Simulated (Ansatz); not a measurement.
# TaRu4: a trial structure relaxed

Aim: relax a trial structure of TaRu4 and see where it ends.

Program: Ansatz 0.2.0. Level of theory: DFT PBE, scalar-relativistic, plane waves, PAW. These are calculated values, not measurements.

### 1 The system as given

Symmetry: P6_3/mmc, No. 194, hexagonal system. The conventional cell has a = 2.736 Å, b = 2.736 Å, c = 21.675 Å, α = 90.00°, β = 90.00°, γ = 120.00°. Around Ta (site symmetry -6m2) lie 6 Ru at 2.68 Å and 6 Ta at 2.74 Å. Ru (site symmetry 3m) is surrounded by 12 Ru at 2.68 to 2.74 Å. Ru (site symmetry 3m) is surrounded by 3 Ta at 2.68 Å and 9 Ru at 2.68 to 2.74 Å.

As a file:

```
Ta Ru
1.0
     2.73571    0.00000    0.00000
    -1.36785    2.36919    0.00000
     0.00000    0.00000   21.67458
Ta Ru
2 8
Cartesian
  0.0000 1.5795 16.2559
  1.3679 0.7897 5.4186
  0.0000 1.5795 20.5909
  0.0000 1.5795 3.2512
  0.0000 1.5795 7.5861
  0.0000 1.5795 11.9210
  1.3679 0.7897 18.4234
  1.3679 0.7897 1.0837
  1.3679 0.7897 9.7536
  1.3679 0.7897 14.0885
```

The start is an ordering of an alloy on its end members' structure types: elements ordered on the sites of the Lu type, Ru/Ta on Lu (P6_3/mmc, No. 194).

### 2 A first look at the guess

Contents of input.yaml:

```yaml
crystal:
  lattice:
    - [2.73570851, 0.0, 0.0]
    - [-1.36785425, 2.36919306, 0.0]
    - [0.0, 0.0, 21.67458022]
  atoms:
    - { symbol: Ta, position: [0.33333333, 0.66666667, 0.75] }
    - { symbol: Ta, position: [0.66666667, 0.33333333, 0.25] }
    - { symbol: Ru, position: [0.33333333, 0.66666667, 0.95] }
    - { symbol: Ru, position: [0.33333333, 0.66666667, 0.15] }
    - { symbol: Ru, position: [0.33333333, 0.66666667, 0.35] }
    - { symbol: Ru, position: [0.33333333, 0.66666667, 0.55] }
    - { symbol: Ru, position: [0.66666667, 0.33333333, 0.85] }
    - { symbol: Ru, position: [0.66666667, 0.33333333, 0.05] }
    - { symbol: Ru, position: [0.66666667, 0.33333333, 0.45] }
    - { symbol: Ru, position: [0.66666667, 0.33333333, 0.65] }
basis:
  ecutwfc: 420
kpoints:
  mp_grid: { grid: [6, 6, 1] }
hamiltonian:
  xc: pbe
scf:
  occupations: { method: gaussian, width: 0.1 }
  lower_state_search: "off"
output:
  forces: true
  stress: true
  eigenvalues: true
```

Run with:

```sh
$ ansatz run input.yaml --threads 1 --pin off --max-ram 2560MiB --backend cpu --events-out ev --progress --plain --runs-dir out
```

The session goes on with these runs: rough relaxation on the coarse mesh; spin check on a coarse mesh; final relaxation.

Q: Predict the outcome of this session. Wanted: conventional cell; volume; energy over the elements; gap on the mesh.

The runs gave:

| quantity | value |
| --- | --- |
| symmetry at the end (tolerance 0.05 Å) | space group P6_3/mmc (No. 194) |
| conventional cell | a = 2.770 Å, b = 2.770 Å, c = 22.078 Å, α = 90.00°, β = 90.00°, γ = 120.00° |
| volume | 14.67 Å³/atom |
| energy over the elements | +0.03 eV/atom |
| gap on the mesh | none (metal) |

**Reading.** The space group P6_3/mmc (No. 194) is kept, and the volume per atom grows by 4.4 % from the first guess. The formation energy of this structure is too near zero to say whether it is bound against the elements. No finished test with a distortion of lower symmetry is shown, so the end may be a saddle point. Spin-orbit coupling is left out for Ta. Other magnetic orders were not searched.
